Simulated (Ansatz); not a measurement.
Working through a test of scalar relativity of FGa (charge +1)

With Ansatz's Python interface.

Notebook, run cell by cell (the value of a cell's last expression is shown):

In [1]:
```python
import ansatz
from ase import Atoms
import numpy as np
```

In [2]:
```python
atoms = Atoms(["Ga", "F"], positions=[
    (0.0, 0.0, 0.0),
    (0.0, 0.0, 1.92),
])
system = ansatz.Crystal.molecule_from_ase(atoms)
```

In [3]:
```python
job = (
    system.calculation()
    .functional("B3LYP", dispersion="d3bj")
    .charge(1)
    .spin("collinear", total=1)  # two spin channels
    .forces()  # eV per angstrom
)
# a set contracted for a scalar-relativistic Hamiltonian goes with the relativistic run
sets = {"none": "cc-pVTZ", "scalar": "cc-pVTZ-DK"}
found = {kind: job.basis(gaussian=basis).pseudopotentials(relativity=kind).run(threads=1).report for kind, basis in sets.items()}
for kind, each in found.items():
    dipole = 4.803205 * np.linalg.norm(each["charge_distribution"]["dipole_moment_e_ang"])
    print(f"{kind:7s} E = {each['free_energy_ev']:.4f} eV  dipole {dipole:.3f} D  largest force component {np.abs(each['forces_ev_ang']).max():.4f} eV/A")
print(f"relativity lowers the total energy by {found['none']['free_energy_ev'] - found['scalar']['free_energy_ev']:.3f} eV")
```
```text
none    E = -55088.9766 eV  dipole 3.926 D  largest force component 2.4290 eV/A
scalar  E = -55608.1569 eV  dipole 3.756 D  largest force component 2.1752 eV/A
relativity lowers the total energy by 519.180 eV
```

Caveats:
- Total energies depend on the basis set; only differences at equal settings carry meaning.
- The geometry is a force-field or estimated start, not a minimum of this method. The basis set changes with the Hamiltonian (a set recontracted for scalar relativity), and most of the change in the total lies in the cores.
- The run takes the species as open-shell (spin multiplicity 2), which needn't be its ground state.
- An ion's dipole depends on the origin; the program takes it about the centre of nuclear charge.
- b3lyp holds the VWN-RPA fit, as in Gaussian; the form of ORCA and Turbomole is b3lyp5.
- The spin state was assumed, and another may lie lower.
- Wall time of the script: 5.9 s on 1 thread of Arm Neoverse V1, with other jobs on the host, peak memory 0.21 GiB.
